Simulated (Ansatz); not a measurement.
# YB6: the cost of one run

All numbers are computed with Ansatz 0.2.0, driven from Python. Level of theory: DFT LDA, all-electron LAPW.

The COD entry's cell or inner coordinates are ideal or old and differ from later refinements, so a difference from it is no clean test against experiment.

## Step 1: The system

It takes space group Pm-3m (No. 221, cubic). The conventional cell has a = 4.113 Å, b = 4.113 Å, c = 4.113 Å, α = 90.00°, β = 90.00°, γ = 90.00°. Y (site symmetry m-3m) is surrounded by 24 B at 3.03 Å. B (site symmetry 4mm) is surrounded by 5 B at 1.70 Å.

No structure file is read: the coordinates are typed or built in the script.

## Step 2: The code

Input file run_eos_lapw.py:

```python
'''E(V) of YB6 on LAPW.'''

import ansatz as az
from ase.eos import EquationOfState
from ase.units import GPa
import numpy as np

params = {
    'functional': 'lda',
    'smearing': 'cold',
    'sigma': 0.15,
    'tolerance': 1e-07,
    'extra_bands': 16,
    'mesh': (7, 7, 7),
}

VECTORS = np.array([
    [4.113, 0.0, 0.0],
    [0.0, 4.113, 0.0],
    [0.0, 0.0, 4.113],
])
SITES = [
    ('Y', (0.0, 0.0, 0.0)),
    ('B', (0.207, 0.5, 0.5)),
    ('B', (0.5, 0.207, 0.5)),
    ('B', (0.793, 0.5, 0.5)),
    ('B', (0.5, 0.793, 0.5)),
    ('B', (0.5, 0.5, 0.207)),
    ('B', (0.5, 0.5, 0.793)),
]


def crystal_on(cell):
    crystal = az.Crystal(lattice=az.Lattice.of(cell))
    for symbol, position in SITES:
        crystal = crystal.atom(symbol, position)
    return crystal

volumes, energies = [], []
for scale in np.linspace(0.94, 1.06, 5):
    cell = VECTORS * scale ** (1 / 3)
    calc = (
        crystal_on(cell).calculation()
        .functional(params['functional'])
        .occupations(params['smearing'], width=params['sigma'])  # fractional filling near the Fermi level
        .scf(tolerance=params['tolerance'], extra_bands=params['extra_bands'], self_checks='high')
        .kpoints(*params['mesh'])
        .pseudopotentials('all_electron', lapw=True)
    )
    report = calc.run(threads=1, pin='off').report
    volumes.append(abs(np.linalg.det(cell)) / len(SITES))
    energies.append(report['free_energy_ev'] / len(SITES))
    print(f'{scale:.3f} {volumes[-1]:9.4f} A^3/atom {energies[-1]:16.5f} eV/atom  (estimated basis error {1000 * report["lapw_basis_errors"]["total_ev_per_atom"]:.2f} meV/atom)')
v0, e0, bulk = EquationOfState(volumes, energies, eos='birchmurnaghan').fit()
print(f'V0 = {v0:.4f} A^3/atom, B0 = {bulk / GPa:.1f} GPa')
```

## Step 3: Running it

The run is started by

```console
> python run_eos_lapw.py
```

**Question.** How long does this script take on 1 thread of Arm Neoverse V2, shared host, and how much memory does it need?

About 1.9 min, with a peak of 0.52 GiB.
